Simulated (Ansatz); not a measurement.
Run this with Ansatz 0.2.0 through its Python package and show what comes out.

Script `c2h4alcl_scan.py`:
```python
"""Stretching a bond of C2H4AlCl, the rest held rigid."""

from dataclasses import dataclass

import ansatz
from ase import Atoms
import numpy as np


@dataclass(frozen=True)
class Settings:
    basis: str = "6-31G*"
    xc: str = "PBE0"


opts = Settings()

atoms = Atoms(["Cl", "C", "C", "Al", "H", "H", "H", "H"], positions=[
    (-1.8604, 1.0743, 0.0567),
    (-0.4002, 0.4573, -0.6278),
    (0.7049, 0.3869, 0.3735),
    (0.0526, -1.3916, -0.0513),
    (-0.0897, 0.7731, -1.6627),
    (0.4971, 0.8001, 1.3939),
    (1.7653, 0.6023, -0.0379),
    (-0.5774, -2.7596, 0.4999),
])
geometry = ansatz.Crystal.molecule_from_ase(atoms)

symbols = [site.symbol for site in geometry.cartesian_sites]
start = np.array([site.position_ang for site in geometry.cartesian_sites])
axis = (start[6] - start[2]) / np.linalg.norm(start[6] - start[2])
moving = [6]
lengths, energies = [1.019, 1.065, 1.111, 1.158, 1.204, 1.25, 1.297, 1.366], []
for length in lengths:
    xyz = start.copy()
    xyz[moving] += (length - np.linalg.norm(start[6] - start[2])) * axis
    point = ansatz.Crystal.molecule()
    for symbol, xyz in zip(symbols, xyz):
        point = point.atom(symbol, xyz.tolist())
    calculation = (
        point.calculation()
        .basis(gaussian=opts.basis)  # atom-centred Gaussian functions
        .functional(opts.xc)  # level of theory
    )
    data = calculation.run(threads=1).report
    energies.append(data["free_energy_ev"])
    print(f"r = {length:6.3f} A  E = {energies[-1]:.5f} eV  <S^2> = {abs(data['mean_field']['state']['spin_squared']):.3f}")

# quartic fit about the minimum
fit = np.polynomial.Polynomial.fit(lengths, np.array(energies) - min(energies), 4).convert()
roots = [r.real for r in fit.deriv().roots() if abs(r.imag) < 1e-9 and fit.deriv(2)(r.real) > 0]
r_e = min(roots, key=lambda r: abs(r - lengths[int(np.argmin(energies))]))
print(f"minimum of the fit at {r_e:.4f} A, force constant {fit.deriv(2)(r_e):.2f} eV/A^2")
```

Output of `python c2h4alcl_scan.py`:
```text
r =  1.019 A  E = -21245.45709 eV  <S^2> = 0.000
r =  1.065 A  E = -21245.55090 eV  <S^2> = 0.000
r =  1.111 A  E = -21245.55963 eV  <S^2> = 0.000
r =  1.158 A  E = -21245.50156 eV  <S^2> = 0.000
r =  1.204 A  E = -21245.39530 eV  <S^2> = 0.000
r =  1.250 A  E = -21245.25269 eV  <S^2> = 0.000
r =  1.297 A  E = -21245.07968 eV  <S^2> = 0.000
r =  1.366 A  E = -21244.79251 eV  <S^2> = 0.000
minimum of the fit at 1.0933 A, force constant 34.07 eV/A^2
```

What to keep in mind:
- Total energies depend on the basis set; only differences at equal settings carry meaning.
- The rest of the molecule is held rigid at a force-field or estimated start geometry, and the basis set is modest; single-reference methods fail as a bond breaks.
- The orbitals are restricted, so S² is zero by construction.
- It ran for 15 s on 1 thread of Intel(R) Xeon(R) Platinum 8488C (Sapphire Rapids) (shared host), peak memory 0.22 GiB.

(Lines on the test bed's own set-up are left out of the output.)
